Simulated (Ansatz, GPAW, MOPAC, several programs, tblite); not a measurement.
# What cheap methods get right for FeBrF (a single layer)

How much accuracy does each second buy? FeBrF as a single layer in vacuum is computed with 9 methods, from the cheapest up to r2SCAN.

Program: MOPAC, tblite, GPAW, Ansatz (versions at each run). Level of theory: no spin polarisation, static lattice; gaps from single points on the cell relaxed beforehand with r²SCAN. These are calculated values, not measurements.

**1. The starting structure**

Symmetry: P3m1, No. 156, trigonal system. The conventional cell has a = 3.279 Å, b = 3.279 Å, c = 29.260 Å, α = 90.00°, β = 90.00°, γ = 120.00°. Fe (site symmetry 3m) has 3 F at 2.26 Å and 3 Br at 2.33 Å as nearest neighbours. F (site symmetry 3m) has 3 Fe at 2.26 Å as nearest neighbours. Around Br (site symmetry 3m) lie 3 Fe at 2.33 Å.

Coordinates:

```
CELL_PARAMETERS angstrom
3.27855 0.00000 0.00000
-1.63928 2.83931 0.00000
0.00000 0.00000 29.25952
ATOMIC_POSITIONS crystal
Fe 0.33333 0.66667 0.30881
F 0.66667 0.33333 0.35131
Br 0.66667 0.33333 0.26266
```

The cell holds a single layer (2H monolayer (Janus)) with vacuum along c; the form is built, and need not be the compound's stable one.

**Question.** The methods are PM6, PM7, GFN1-xTB (tblite), GFN2-xTB (tblite), PBE/single-zeta, coarse PBE, GLLB-SC, PBE, r2SCAN. What gap does r2SCAN give on this cell, and which other methods (full PBE left aside) come nearest to r2SCAN and farthest in gap?

```
                                      quantity                                         value
                                        r2SCAN                                   gap 0.84 eV
gap: nearest and farthest of the other methods  GFN2-xTB (tblite) (-0.43 eV), PM6 (+5.25 eV)
```

For the gap, of the 7 methods compared (full PBE left aside), GFN2-xTB (tblite) comes nearest to r2SCAN and PM6 is farthest. A minimal basis or a coarse cutoff and mesh shifts results by its own error, so closeness to r2SCAN can be chance. Cluster runs see only the k-points that fold onto the zone centre, so their gaps can miss the band edges. GLLB-SC is compared with its derivative discontinuity added. CPU times run from 1.1 s (GFN1-xTB (tblite)) to 63 s (PM6). On this cell PM6, GLLB-SC cost more than r2SCAN itself (38 s), so they are no saving here. A cluster method computes far more atoms than the primitive cell, so on a small crystal it can cost more than plane waves. r2SCAN is a yardstick, not the truth: it usually gives gaps below the measured ones.
